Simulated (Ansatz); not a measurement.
# FH₂NS₂Si: how energies converge with the basis set

An exercise on one series of results from a longer session: the logs are not shown, and one member is left open.

Computed with Ansatz 0.2.0, Gaussian basis. Level: one geometry, several basis sets.

Plan: PBE0-D4/def2-SVP; ωB97M-V/def2-SVP; PBE0-D4/def2-QZVPP; ωB97M-V/def2-QZVPP; the functionals' def2-TZVPP values are taken from earlier runs.

**Structure used throughout**

All runs share one geometry, relaxed beforehand with PBE0-D4 in a triple-zeta def2 set.

SMILES `N[Si]1(F)SS1`, 7 atoms, charge 0, spin multiplicity 1.

Atoms are counted from 1 here; the program's logs count them from 0.

Bond lengths: N1–Si2 1.674 Å, N1–H6 1.004 Å, N1–H7 1.005 Å, Si2–F3 1.584 Å, Si2–S4 2.079 Å, Si2–S5 2.079 Å, S4–S5 2.191 Å. Angles: Si2–N1–H6 123.2°, Si2–N1–H7 122.3°, H6–N1–H7 114.5°, N1–Si2–F3 105.1°, N1–Si2–S4 123.7°, N1–Si2–S5 123.8°, F3–Si2–S4 118.5°, F3–Si2–S5 118.4°, S4–Si2–S5 63.6°, Si2–S4–S5 58.2°, Si2–S5–S4 58.2°.

Geometry (Å):

```csv
atom,x (Å),y (Å),z (Å)
N1,0.5266,0.1689,1.0627
Si2,-0.1785,-0.3012,-0.3811
F3,-0.1930,-1.8841,-0.3365
S4,-1.7911,0.6802,-1.2516
S5,0.1822,0.6343,-2.2023
H6,0.6709,1.1298,1.3170
H7,0.8440,-0.4958,1.7462
```

Set-up of the first run:

The input, in.yaml:

```yaml
crystal:
  periodic: [false, false, false]
  atoms:
    - {symbol: N, position_ang: [0.526642, 0.168879, 1.062678]}
    - {symbol: Si, position_ang: [-0.178506, -0.301223, -0.381110]}
    - {symbol: F, position_ang: [-0.192970, -1.884102, -0.336542]}
    - {symbol: S, position_ang: [-1.791143, 0.680219, -1.251641]}
    - {symbol: S, position_ang: [0.182192, 0.634320, -2.202315]}
    - {symbol: H, position_ang: [0.670940, 1.129776, 1.317024]}
    - {symbol: H, position_ang: [0.844045, -0.495769, 1.746207]}
basis:
  gaussian: {orbitals: def2-SVP}
hamiltonian: {xc: pbe0, dispersion: d4}
output: {orbitals: {seedname: orbitals}}
```

On the command line:

```
$ ansatz run in.yaml --threads 2 --pin off --events-out ev --progress --plain --max-ram 4352MiB
```

Among the steps run: PBE0-D4 in def2-SVP; ωB97M-V in def2-SVP; PBE0-D4 in def2-QZVPP; ωB97M-V in def2-QZVPP.

One table of the session follows, with a row left open; its other results are not shown here.

It belongs to the step «Functionals by basis». 

```
functional       basis  HOMO (eV)  LUMO (eV)
   PBE0-D4    def2-SVP      -6.30      -1.69
   PBE0-D4  def2-TZVPP          ?          ?
   PBE0-D4  def2-QZVPP      -6.46      -1.97
   ωB97M-V    def2-SVP      -8.40       0.59
   ωB97M-V  def2-TZVPP      -8.54       0.22
   ωB97M-V  def2-QZVPP      -8.59       0.05
```

Q: Estimate the row for PBE0-D4, def2-TZVPP from the others.

The run gave: HOMO (eV): -6.42; LUMO (eV): -1.89. In the column «HOMO (eV)» it lies between PBE0-D4, def2-QZVPP (-6.46) and PBE0-D4, def2-SVP (-6.30).
